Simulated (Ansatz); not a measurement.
# InAs: the cost of one run

Method: DFT PBEsol, frozen-core PAW and all-electron LAPW, scalar-relativistic unless said, in Ansatz 0.2.0.

The COD entry's cell or inner coordinates are ideal or old and differ from later refinements, so a difference from it is no clean test against experiment.

1 further run of the same task is left out (it didn't finish).

## (1) The system as given

It takes space group F-43m (No. 216, cubic). The conventional cell has a = 6.036 Å, b = 6.036 Å, c = 6.036 Å, α = 90.00°, β = 90.00°, γ = 90.00°. Around In (site symmetry -43m) lie 4 As at 2.61 Å. Around As (site symmetry -43m) lie 4 In at 2.61 Å.

As a file:

```xyz
2
Lattice="0.0000 3.0180 3.0180 3.0180 0.0000 3.0180 3.0180 3.0180 0.0000" Properties=species:S:1:pos:R:3 pbc="T T T"
In    0.0000    0.0000    0.0000
As    4.5270    4.5270    4.5270
```

Cartesian axes are those of the input's lattice vectors. The structure goes back to a database entry.

## (2) Cell and atoms relaxed, PAW

input.yaml

```yaml
crystal:
  lattice:
    - [0.0, 3.018, 3.018]
    - [3.018, 0.0, 3.018]
    - [3.018, 3.018, 0.0]
  atoms:
    - { symbol: In, position: [0.0, 0.0, 0.0] }
    - { symbol: As, position: [0.75, 0.75, 0.75] }
kpoints:
  mp_grid: { grid: [14, 14, 14] }
scf:
  occupations: { method: fermi_dirac, width: 0.1 }
hamiltonian:
  xc: pbesol
  pseudopotentials: { kind: paw }
relax:
  f_tol: 0.002
  max_steps: 80
  cell: {}
output:
  forces: true
  stress: true
```

On the command line:

```
$ ansatz run input.yaml --threads 1 --pin off --max-ram 2048MiB --backend cpu --events-out ev --progress --plain --runs-dir out
```

Q: Estimate wall time and peak memory on 1 thread of Arm Neoverse V1, shared host.

About 34 s, with a peak of 0.42 GiB.
